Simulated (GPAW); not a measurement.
# Zr3MoC (Pm-3m) in GPAW: further runs

Aim: see how the results for Zr3MoC move with the level of theory and the settings. Levels: BLYP, PBE. Tasks: relaxation of cell and atoms.

Everything below comes from runs of GPAW 26.7.0. Logs are shortened: lines on timing, memory, paths and dates and some standing lists are left out, and cuts for length are marked. The log counts tension as positive stress, the text compression.

### Step 1. The structure

Symmetry: Pm-3m, No. 221, cubic system. The conventional cell has a = 4.943 Å, b = 4.943 Å, c = 4.943 Å, α = 90.00°, β = 90.00°, γ = 90.00°. Around Zr (site symmetry 4/mmm) lie 2 Mo at 2.47 Å. Mo (site symmetry m-3m) has 6 Zr at 2.47 Å as nearest neighbours. C (site symmetry m-3m) is surrounded by 12 Zr at 3.49 Å.

The cell was built by a generator and needn't be a form met in nature.

### Step 2. Relaxation of cell and atoms, BLYP

run.py reads:

```python
from ase.filters import FrechetCellFilter
from ase.io import read, write
from ase.optimize import BFGS
from gpaw import GPAW, PW, setup_paths

setup_paths.insert(0, '.')

atoms = read('POSCAR')

calc = GPAW(mode=PW(800),
            xc='BLYP',
            kpts={'size': (5, 5, 5), 'gamma': True},
            occupations={'name': 'fermi-dirac', 'width': 0.05},
            nbands=49,
            convergence={'density': 1e-05, 'forces': 0.0001},
            eigensolver='davidson',
            maxiter=150,
            txt='gpaw.txt')
atoms.calc = calc
opt = BFGS(FrechetCellFilter(atoms), trajectory='relax.traj', logfile='-')
done = opt.run(fmax=0.02, steps=60)
calc.write('gs.gpw')
write('result.traj', atoms)
print('Converged:', done)
print('Cell:', atoms.cell.cellpar().round(4))
print('Volume:', round(atoms.get_volume(), 4))
print(atoms.get_scaled_positions().round(5))
```

POSCAR reads:

```
Zr3MoC
1.0
    4.9425100000      0.0000000000      0.0000000000
    0.0000000000      4.9425100000      0.0000000000
    0.0000000000      0.0000000000      4.9425100000
Zr Mo C
3 1 1
Direct
    0.5000000000      0.0000000000      0.0000000000
    0.0000000000      0.5000000000      0.0000000000
    0.0000000000      0.0000000000      0.5000000000
    0.0000000000      0.0000000000      0.0000000000
    0.5000000000      0.5000000000      0.5000000000
```

Potentials or basis: PAW data sets generated in the run's folder for this functional, pw.

Run with:

```sh
$ gpaw-setup -f BLYP C Mo Zr
$ OMP_NUM_THREADS=1 python run.py
```

gpaw.txt:

```text
__  _  _
 | _ |_)|_||  |
 |__||  | ||/\| - 26.7.0

Input parameters:
  mode=PW(ecut=800.0),
  convergence={'density': 1e-05, 'forces': 0.0001},
  eigensolver=Davidson(niter=2),
  kpts=MonkhorstPack(size=(5, 5, 5), gamma=True),
  maxiter=150,
  nbands=49,
  occupations=Occupations(name='fermi-dirac', width=0.05),
  xc=XC(name='BLYP')

Diagonalizing LCAO Hamiltonian
Converting LCAO to pw mode
    .-----------.
   /|           |
  / |           |
 *  |           |
 |  |           |
 |  |   C       |
 Zr .-----------.
 | /           /
 |/r          /
 Mo----Zr----*

Atoms  # Å, Bohr magnetons
|   | symbol |        x |        y |        z |    initial magnetic moments |
|---|--------|----------|----------|----------|-----------------------------|
| 0 |     Zr | 2.471255 | 0.000000 | 0.000000 | ( 0.0000,  0.0000,  0.0000) |
| 1 |     Zr | 0.000000 | 2.471255 | 0.000000 | ( 0.0000,  0.0000,  0.0000) |
| 2 |     Zr | 0.000000 | 0.000000 | 2.471255 | ( 0.0000,  0.0000,  0.0000) |
| 3 |     Mo | 0.000000 | 0.000000 | 0.000000 | ( 0.0000,  0.0000,  0.0000) |
| 4 |      C | 2.471255 | 2.471255 | 2.471255 | ( 0.0000,  0.0000,  0.0000) |

Unit cell  # Å
| periodic |        x |        y |        z |  lengths |    angles |
|----------|----------|----------|----------|----------|-----------|
|      yes | 4.942510 | 0.000000 | 0.000000 | 4.942510 | 90.000000 |
|      yes | 0.000000 | 4.942510 | 0.000000 | 4.942510 | 90.000000 |
|      yes | 0.000000 | 0.000000 | 4.942510 | 4.942510 | 90.000000 |

Number of symmetries: 48
Symmetry operations  # r_c * U_cc + t_c -> r_c
|    | kind |            matrix            |
|----|------|------------------------------|
|  0 |  E   |  1, 0, 0,  0, 1, 0,  0, 0, 1 |
|  1 |  σ   |  1, 0, 0,  0, 1, 0,  0, 0,-1 |
|  2 |  σ   |  1, 0, 0,  0, 0, 1,  0, 1, 0 |
|  3 |  C4  |  1, 0, 0,  0, 0, 1,  0,-1, 0 |
|  4 |  C4  |  1, 0, 0,  0, 0,-1,  0, 1, 0 |
|  5 |  σ   |  1, 0, 0,  0, 0,-1,  0,-1, 0 |
|  6 |  σ   |  1, 0, 0,  0,-1, 0,  0, 0, 1 |
|  7 |  C2  |  1, 0, 0,  0,-1, 0,  0, 0,-1 |
|  8 |  σ   |  0, 1, 0,  1, 0, 0,  0, 0, 1 |
|  9 |  C2  |  0, 1, 0,  1, 0, 0,  0, 0,-1 |
| 10 |  C3  |  0, 1, 0,  0, 0, 1,  1, 0, 0 |
| 11 |  S6  |  0, 1, 0,  0, 0, 1, -1, 0, 0 |
| 12 |  S6  |  0, 1, 0,  0, 0,-1,  1, 0, 0 |
| 13 |  C3  |  0, 1, 0,  0, 0,-1, -1, 0, 0 |
[... 183 lines left out ...]
convergence criteria:
- Maximum integral of absolute [dens]ity change: 1e-05 electrons / valence electron
- Maximum change in the atomic [forces] across last 2 cycles: 0.0001 eV/Ang OR
Maximum error relative to the maximum force is below inf
- Maximum [total energy] change in last 3 cyles: 0.0005 eV / valence electron
- Maximum integral of absolute [eigenst]ate change: 4e-08 eV^2 / valence electron
maximum number of iterations: 150

SCF iterations
|iter     | |      energy | eigst |  dens |force |
|---------|-|-------------|-------|-------|------|
|iter:   1| |  -30.947279 | +0.38 |       |      |
|iter:   2| |  -30.312821 | -0.51 | -1.00 |      |
|iter:   3| |  -28.984124 | -1.18 | -1.08 |      |
|iter:   4| |  -28.885324 | -1.68 | -1.38 |      |
|iter:   5| |  -28.708062 | -2.21 | -1.63 |      |
|iter:   6| |  -28.708401 | -2.60 | -1.91 |      |
|iter:   7| |  -28.719173c| -3.08 | -2.22 |      |
|iter:   8| |  -28.717022c| -3.51 | -2.62 |      |
|iter:   9| |  -28.717252c| -4.41 | -3.19 |      |
|iter:  10| |  -28.717157c| -4.96 | -3.64 |      |
|iter:  11| |  -28.717183c| -5.66 | -4.05 |      |
|iter:  12| |  -28.717192c| -6.39 | -4.65 |      |
|iter:  13| |  -28.717193c| -7.08 | -5.41c|      |
|iter:  14| |  -28.717193c| -7.75c| -6.02c|      |
|iter:  15| |  -28.717193c| -8.43c| -6.49c|-29.38c|

Converged in 15 steps
Energy contributions relative to reference atoms: (reference = -404900.075660)

Energy contributions:
  Kinetic:          14.430666
  Coulomb:         -14.940668
  Zero:              0.789048
  External:          0.000000
  Xc:              -28.965923
  Entropy:          -0.060632
  Spinorbit:         0.000000
  ----------------------------
  Free energy:     -28.747509
  Extrapolated:    -28.717193
[... 31 lines left out ...]
Stress tensor  # eV/Ang^3
|         x |         y |         z |
|-----------|-----------|-----------|
| -0.021246 |  0.000000 |  0.000000 |
|  0.000000 | -0.021246 |  0.000000 |
|  0.000000 |  0.000000 | -0.021246 |

Forces  # eV/Ang
|        x |        y |       z |
|----------|----------|---------|
|  0.00000 |  0.00000 | 0.00000 |  # Zr   0
|  0.00000 |  0.00000 | 0.00000 |  # Zr   1
|  0.00000 |  0.00000 | 0.00000 |  # Zr   2
| -0.00000 |  0.00000 | 0.00000 |  # Mo   3
|  0.00000 | -0.00000 | 0.00000 |  # C    4

Interpolating wave functions to new cell
    .-----------.
   /|           |
  / |           |
 *  |           |
 |  |           |
 |  |    C      |
 Zr .-----------.
 | Zr          /
 |/           /
 Mo----Zr----*

Atoms  # Å, Bohr magnetons
|   | symbol |         x |        y |        z |    initial magnetic moments |
|---|--------|-----------|----------|----------|-----------------------------|
| 0 |     Zr |  2.474880 | 0.000000 | 0.000000 | ( 0.0000,  0.0000,  0.0000) |
| 1 |     Zr |  0.000000 | 2.474880 | 0.000000 | ( 0.0000,  0.0000,  0.0000) |
| 2 |     Zr |  0.000000 | 0.000000 | 2.474880 | ( 0.0000,  0.0000,  0.0000) |
| 3 |     Mo | -0.000000 | 0.000000 | 0.000000 | ( 0.0000,  0.0000,  0.0000) |
| 4 |      C |  2.474880 | 2.474880 | 2.474880 | ( 0.0000,  0.0000,  0.0000) |

Unit cell  # Å
| periodic |        x |        y |        z |  lengths |    angles |
|----------|----------|----------|----------|----------|-----------|
|      yes | 4.949760 | 0.000000 | 0.000000 | 4.949760 | 90.000000 |
|      yes | 0.000000 | 4.949760 | 0.000000 | 4.949760 | 90.000000 |
|      yes | 0.000000 | 0.000000 | 4.949760 | 4.949760 | 90.000000 |

Number of symmetries: 48
Symmetry operations  # r_c * U_cc + t_c -> r_c
|    | kind |            matrix            |
|----|------|------------------------------|
|  0 |  E   |  1, 0, 0,  0, 1, 0,  0, 0, 1 |
|  1 |  σ   |  1, 0, 0,  0, 1, 0,  0, 0,-1 |
|  2 |  σ   |  1, 0, 0,  0, 0, 1,  0, 1, 0 |
|  3 |  C4  |  1, 0, 0,  0, 0, 1,  0,-1, 0 |
|  4 |  C4  |  1, 0, 0,  0, 0,-1,  0, 1, 0 |
|  5 |  σ   |  1, 0, 0,  0, 0,-1,  0,-1, 0 |
|  6 |  σ   |  1, 0, 0,  0,-1, 0,  0, 0, 1 |
|  7 |  C2  |  1, 0, 0,  0,-1, 0,  0, 0,-1 |
|  8 |  σ   |  0, 1, 0,  1, 0, 0,  0, 0, 1 |
|  9 |  C2  |  0, 1, 0,  1, 0, 0,  0, 0,-1 |
| 10 |  C3  |  0, 1, 0,  0, 0, 1,  1, 0, 0 |
| 11 |  S6  |  0, 1, 0,  0, 0, 1, -1, 0, 0 |
| 12 |  S6  |  0, 1, 0,  0, 0,-1,  1, 0, 0 |
| 13 |  C3  |  0, 1, 0,  0, 0,-1, -1, 0, 0 |
[... 183 lines left out ...]
convergence criteria:
- Maximum integral of absolute [dens]ity change: 1e-05 electrons / valence electron
- Maximum change in the atomic [forces] across last 2 cycles: 0.0001 eV/Ang OR
Maximum error relative to the maximum force is below inf
- Maximum [total energy] change in last 3 cyles: 0.0005 eV / valence electron
- Maximum integral of absolute [eigenst]ate change: 4e-08 eV^2 / valence electron
maximum number of iterations: 150

SCF iterations
|iter     | |      energy | eigst |  dens |force |
|---------|-|-------------|-------|-------|------|
|iter:   1| |  -28.732561 |       |       |      |
|iter:   2| |  -28.730970 | -3.90 | -2.51 |      |
|iter:   3| |  -28.728343c| -4.24 | -2.58 |      |
|iter:   4| |  -28.727937c| -4.48 | -2.96 |      |
|iter:   5| |  -28.727872c| -5.65 | -3.24 |      |
|iter:   6| |  -28.727901c| -6.24 | -3.54 |      |
|iter:   7| |  -28.728025c| -6.28 | -3.66 |      |
|iter:   8| |  -28.727986c| -6.51 | -4.01 |      |
|iter:   9| |  -28.727991c| -7.65c| -4.60 |      |
|iter:  10| |  -28.727990c| -8.55c| -5.35c|      |
|iter:  11| |  -28.727990c| -9.37c| -5.82c|-28.33c|

Converged in 11 steps
Energy contributions relative to reference atoms: (reference = -404900.075660)

Energy contributions:
  Kinetic:          13.414104
  Coulomb:         -14.179708
  Zero:              0.793596
  External:          0.000000
  Xc:              -28.725573
  Entropy:          -0.060817
  Spinorbit:         0.000000
  ----------------------------
  Free energy:     -28.758399
  Extrapolated:    -28.727990
[... 31 lines left out ...]
Stress tensor  # eV/Ang^3
|         x |         y |         z |
|-----------|-----------|-----------|
| -0.019058 |  0.000000 |  0.000000 |
|  0.000000 | -0.019058 |  0.000000 |
|  0.000000 |  0.000000 | -0.019058 |

Forces  # eV/Ang
|        x |        y |        z |
|----------|----------|----------|
| -0.00000 |  0.00000 |  0.00000 |  # Zr   0
|  0.00000 | -0.00000 |  0.00000 |  # Zr   1
|  0.00000 |  0.00000 | -0.00000 |  # Zr   2
|  0.00000 |  0.00000 |  0.00000 |  # Mo   3
|  0.00000 | -0.00000 | -0.00000 |  # C    4

Interpolating wave functions to new cell

               C
       Zr

         Zr
       Mo    Zr

Atoms  # Å, Bohr magnetons
|   | symbol |         x |         y |         z |    initial magnetic moments |
|---|--------|-----------|-----------|-----------|-----------------------------|
| 0 |     Zr |  2.508105 |  0.000000 | -0.000000 | ( 0.0000,  0.0000,  0.0000) |
| 1 |     Zr |  0.000000 |  2.508105 | -0.000000 | ( 0.0000,  0.0000,  0.0000) |
| 2 |     Zr | -0.000000 | -0.000000 |  2.508105 | ( 0.0000,  0.0000,  0.0000) |
| 3 |     Mo |  0.000000 | -0.000000 |  0.000000 | ( 0.0000,  0.0000,  0.0000) |
| 4 |      C |  2.508105 |  2.508105 |  2.508105 | ( 0.0000,  0.0000,  0.0000) |

Unit cell  # Å
| periodic |         x |         y |         z |  lengths |    angles |
|----------|-----------|-----------|-----------|----------|-----------|
|      yes |  5.016211 |  0.000000 |  0.000000 | 5.016211 | 90.000000 |
|      yes | -0.000000 |  5.016211 | -0.000000 | 5.016211 | 90.000000 |
|      yes | -0.000000 | -0.000000 |  5.016211 | 5.016211 | 90.000000 |

Number of symmetries: 48
Symmetry operations  # r_c * U_cc + t_c -> r_c
|    | kind |            matrix            |
|----|------|------------------------------|
|  0 |  E   |  1, 0, 0,  0, 1, 0,  0, 0, 1 |
|  1 |  σ   |  1, 0, 0,  0, 1, 0,  0, 0,-1 |
|  2 |  σ   |  1, 0, 0,  0, 0, 1,  0, 1, 0 |
|  3 |  C4  |  1, 0, 0,  0, 0, 1,  0,-1, 0 |
|  4 |  C4  |  1, 0, 0,  0, 0,-1,  0, 1, 0 |
|  5 |  σ   |  1, 0, 0,  0, 0,-1,  0,-1, 0 |
|  6 |  σ   |  1, 0, 0,  0,-1, 0,  0, 0, 1 |
|  7 |  C2  |  1, 0, 0,  0,-1, 0,  0, 0,-1 |
|  8 |  σ   |  0, 1, 0,  1, 0, 0,  0, 0, 1 |
|  9 |  C2  |  0, 1, 0,  1, 0, 0,  0, 0,-1 |
| 10 |  C3  |  0, 1, 0,  0, 0, 1,  1, 0, 0 |
| 11 |  S6  |  0, 1, 0,  0, 0, 1, -1, 0, 0 |
| 12 |  S6  |  0, 1, 0,  0, 0,-1,  1, 0, 0 |
| 13 |  C3  |  0, 1, 0,  0, 0,-1, -1, 0, 0 |
[... 183 lines left out ...]
convergence criteria:
- Maximum integral of absolute [dens]ity change: 1e-05 electrons / valence electron
- Maximum change in the atomic [forces] across last 2 cycles: 0.0001 eV/Ang OR
Maximum error relative to the maximum force is below inf
- Maximum [total energy] change in last 3 cyles: 0.0005 eV / valence electron
- Maximum integral of absolute [eigenst]ate change: 4e-08 eV^2 / valence electron
maximum number of iterations: 150

SCF iterations
|iter     | |      energy | eigst |  dens |force |
|---------|-|-------------|-------|-------|------|
|iter:   1| |  -29.054498 |       |       |      |
|iter:   2| |  -28.966833 | -1.98 | -1.58 |      |
|iter:   3| |  -28.785872 | -2.23 | -1.63 |      |
|iter:   4| |  -28.774956 | -2.63 | -2.03 |      |
|iter:   5| |  -28.764467c| -3.63 | -2.17 |      |
|iter:   6| |  -28.770274c| -4.38 | -2.56 |      |
|iter:   7| |  -28.775600c| -4.29 | -2.71 |      |
|iter:   8| |  -28.775144c| -4.52 | -2.97 |      |
|iter:   9| |  -28.775214c| -5.59 | -3.50 |      |
|iter:  10| |  -28.775207c| -6.40 | -4.23 |      |
|iter:  11| |  -28.775204c| -7.24 | -4.74 |      |
|iter:  12| |  -28.775204c| -7.87c| -5.16c|      |
|iter:  13| |  -28.775205c| -8.59c| -5.64c|-28.84c|
[... 46 lines left out ...]
Stress tensor  # eV/Ang^3
|         x |         y |         z |
|-----------|-----------|-----------|
| -0.000583 |  0.000000 |  0.000000 |
|  0.000000 | -0.000583 |  0.000000 |
|  0.000000 |  0.000000 | -0.000583 |

Forces  # eV/Ang
|        x |        y |        z |
|----------|----------|----------|
| -0.00000 |  0.00000 |  0.00000 |  # Zr   0
|  0.00000 | -0.00000 |  0.00000 |  # Zr   1
|  0.00000 |  0.00000 | -0.00000 |  # Zr   2
|  0.00000 |  0.00000 |  0.00000 |  # Mo   3
| -0.00000 |  0.00000 |  0.00000 |  # C    4

# Writing to gs.gpw (mode='')
```

It took 4.1 min on 1 thread of Arm Neoverse V1, shared host; peak memory 0.36 GiB.

What came out:

```yaml
Free_energy: -28.8070 eV
Relaxed_volume: 25.24 Å³/atom
Relaxed_cell: a = 5.016 Å, b = 5.016 Å, c = 5.016 Å, α = 90.00°, β = 90.00°, γ = 90.00°
Space_group_after_relaxing_to_0.05_Å: Pm-3m (No. 221)
Energy_gained_by_relaxing: 11.6 meV/atom
Ionic_steps: 3
Pressure_after_relaxing: 0.1 GPa
Band_gap_on_the_k_mesh: none (metal or under the smearing width)
```

The path:
| step | energy change (eV) | largest force (eV/Å) | pressure (GPa) | volume (Å³) |
| --- | --- | --- | --- | --- |
| 1 | 0.0000 | 0.0000 | 3.40 | 120.74 |
| 2 | -0.0108 | 0.0000 | 3.05 | 121.27 |
| 3 | -0.0580 | 0.0000 | 0.09 | 126.22 |

Final structure:
```yaml
crystal:
  lattice:
    - [5.01621, 0.00000, 0.00000]
    - [0.00000, 5.01621, 0.00000]
    - [0.00000, 0.00000, 5.01621]
  atoms:
    - { symbol: Zr, position: [0.50000, 0.00000, 0.00000] }
    - { symbol: Zr, position: [0.00000, 0.50000, 0.00000] }
    - { symbol: Zr, position: [0.00000, 0.00000, 0.50000] }
    - { symbol: Mo, position: [0.00000, 0.00000, 0.00000] }
    - { symbol: C, position: [0.50000, 0.50000, 0.50000] }
```

Levels at points of the mesh, in eV from the Fermi level:
```tsv
k point	band 25	band 26	band 27	band 28	band 29	band 30
(0.00, 0.00, 0.00)	-0.77	-0.47	-0.36	-0.36	-0.36	1.62
```

Caveat: later steps reuse the first step's grids.

### Step 3. Relaxation of cell and atoms, PBE

run.py reads:

```python
from ase import Atoms
from ase.filters import FrechetCellFilter
from ase.io import write
from ase.optimize import BFGS
from gpaw import GPAW, PW

atoms = Atoms(['Zr', 'Zr', 'Zr', 'Mo', 'C'],
              cell=[[4.94251, 0.0, 0.0],
                    [0.0, 4.94251, 0.0],
                    [0.0, 0.0, 4.94251]],
              scaled_positions=[[0.5, 0.0, 0.0],
                                [0.0, 0.5, 0.0],
                                [0.0, 0.0, 0.5],
                                [0.0, 0.0, 0.0],
                                [0.5, 0.5, 0.5]],
              pbc=True)

calc = GPAW(mode=PW(800),
            xc='PBE',
            kpts={'size': (5, 5, 5), 'gamma': True},
            occupations={'name': 'fermi-dirac', 'width': 0.05},
            nbands=49,
            convergence={'density': 1e-05, 'forces': 0.0001},
            maxiter=150,
            txt='gpaw.txt')
atoms.calc = calc
opt = BFGS(FrechetCellFilter(atoms), trajectory='relax.traj', logfile='-')
done = opt.run(fmax=0.02, steps=60)
calc.write('gs.gpw')
write('result.traj', atoms)
print('Converged:', done)
print('Cell:', atoms.cell.cellpar().round(4))
print('Volume:', round(atoms.get_volume(), 4))
print(atoms.get_scaled_positions().round(5))
```

Potentials or basis: GPAW PAW data sets (gpaw-data 1.2.1), pw.

Run with:

```sh
$ OMP_NUM_THREADS=1 python run.py
```

Run time: 1.8 min. Hardware: 1 thread of Intel Xeon 6975P-C (Granite Rapids), shared host; peak memory 0.37 GiB.

Results (log left out):

- Free energy: -33.3562 eV
- Relaxed volume: 24.24 Å³/atom
- Relaxed cell: a = 4.949 Å, b = 4.949 Å, c = 4.949 Å, α = 90.00°, β = 90.00°, γ = 90.00°
- Space group after relaxing (to 0.05 Å): Pm-3m (No. 221)
- Energy gained by relaxing: 0.1 meV/atom
- Ionic steps: 3
- Pressure after relaxing: 0.0 GPa
- Band gap on the k mesh: none (metal or under the smearing width)

The path:
| step | energy change (eV) | largest force (eV/Å) | pressure (GPa) | volume (Å³) |
| --- | --- | --- | --- | --- |
| 1 | 0.0000 | 0.0000 | 0.28 | 120.74 |
| 2 | -0.0001 | 0.0000 | 0.25 | 120.78 |
| 3 | -0.0004 | 0.0000 | 0.00 | 121.18 |

Final structure:
```xyz
5
Lattice="4.9486 0.0000 0.0000 0.0000 4.9486 0.0000 0.0000 0.0000 4.9486" Properties=species:S:1:pos:R:3 pbc="T T T"
Zr    2.4743    0.0000    0.0000
Zr    0.0000    2.4743    0.0000
Zr    0.0000    0.0000    2.4743
Mo    0.0000    0.0000    0.0000
C     2.4743    2.4743    2.4743
```

Levels at points of the mesh, in eV from the Fermi level:
```tsv
k point	band 25	band 26	band 27	band 28	band 29	band 30
(0.00, 0.00, 0.00)	-0.84	-0.46	-0.43	-0.43	-0.43	1.76
```

Caveat: later steps reuse the first step's grids.

### Step 4. Relaxation of cell and atoms, PBE, target pressure 2 GPa, at which the enthalpy is minimised

run.py reads:

```python
from ase.filters import FrechetCellFilter
from ase.io import read, write
from ase.optimize import BFGS
from ase.units import GPa
from gpaw import GPAW, PW

atoms = read('Zr3MoC.xyz')

calc = GPAW(mode=PW(800),
            xc='PBE',
            kpts={'size': (5, 5, 5), 'gamma': True},
            occupations={'name': 'fermi-dirac', 'width': 0.05},
            nbands=49,
            convergence={'density': 1e-05, 'forces': 0.0001},
            maxiter=150,
            txt='gpaw.txt')
atoms.calc = calc
opt = BFGS(FrechetCellFilter(atoms, scalar_pressure=2 * GPa), trajectory='relax.traj', logfile='-')
done = opt.run(fmax=0.02, steps=60)
calc.write('gs.gpw')
write('result.traj', atoms)
print('Converged:', done)
print('Cell:', atoms.cell.cellpar().round(4))
print('Volume:', round(atoms.get_volume(), 4))
print(atoms.get_scaled_positions().round(5))
```

Zr3MoC.xyz reads:

```xyz
5
Lattice="4.9425100000 0.0000000000 0.0000000000 0.0000000000 4.9425100000 0.0000000000 0.0000000000 0.0000000000 4.9425100000" Properties=species:S:1:pos:R:3 pbc="T T T"
Zr     2.4712550000      0.0000000000      0.0000000000
Zr     0.0000000000      2.4712550000      0.0000000000
Zr     0.0000000000      0.0000000000      2.4712550000
Mo     0.0000000000      0.0000000000      0.0000000000
C      2.4712550000      2.4712550000      2.4712550000
```

Run with:

```sh
$ OMP_NUM_THREADS=1 python run.py
```

Wall time 1.9 min (1 thread of Intel Xeon 6975P-C (Granite Rapids), shared host); peak memory 0.36 GiB.

It converged, with:

| Property | Result |
| --- | --- |
| Free energy | -33.3363 eV |
| Relaxed volume | 23.62 Å³/atom |
| Relaxed cell | a = 4.906 Å, b = 4.906 Å, c = 4.906 Å, α = 90.00°, β = 90.00°, γ = 90.00° |
| Space group after relaxing (to 0.05 Å) | Pm-3m (No. 221) |
| Energy change on relaxing (the enthalpy is what falls) | +3.8 meV/atom |
| Ionic steps | 3 |
| Pressure after relaxing | 2.0 GPa |
| Band gap on the k mesh | none (metal or under the smearing width) |

The path:
| step | energy change (eV) | largest force (eV/Å) | pressure (GPa) | volume (Å³) |
| --- | --- | --- | --- | --- |
| 1 | 0.0000 | 0.0000 | 0.28 | 120.74 |
| 2 | 0.0006 | 0.0000 | 0.45 | 120.47 |
| 3 | 0.0189 | 0.0000 | 2.03 | 118.10 |

Final structure:
```yaml
crystal:
  lattice:
    - [4.90628, 0.00000, 0.00000]
    - [0.00000, 4.90628, 0.00000]
    - [0.00000, 0.00000, 4.90628]
  atoms:
    - { symbol: Zr, position: [0.50000, 0.00000, 0.00000] }
    - { symbol: Zr, position: [0.00000, 0.50000, 0.00000] }
    - { symbol: Zr, position: [0.00000, 0.00000, 0.50000] }
    - { symbol: Mo, position: [0.00000, 0.00000, 0.00000] }
    - { symbol: C, position: [0.50000, 0.50000, 0.50000] }
```

Levels at points of the mesh, in eV from the Fermi level:
| k point | band 25 | band 26 | band 27 | band 28 | band 29 | band 30 |
| --- | --- | --- | --- | --- | --- | --- |
| (0.00, 0.00, 0.00) | -0.89 | -0.45 | -0.45 | -0.45 | -0.44 | 1.80 |

Caveat: later steps reuse the first step's grids.

[end of part 1 of 2]
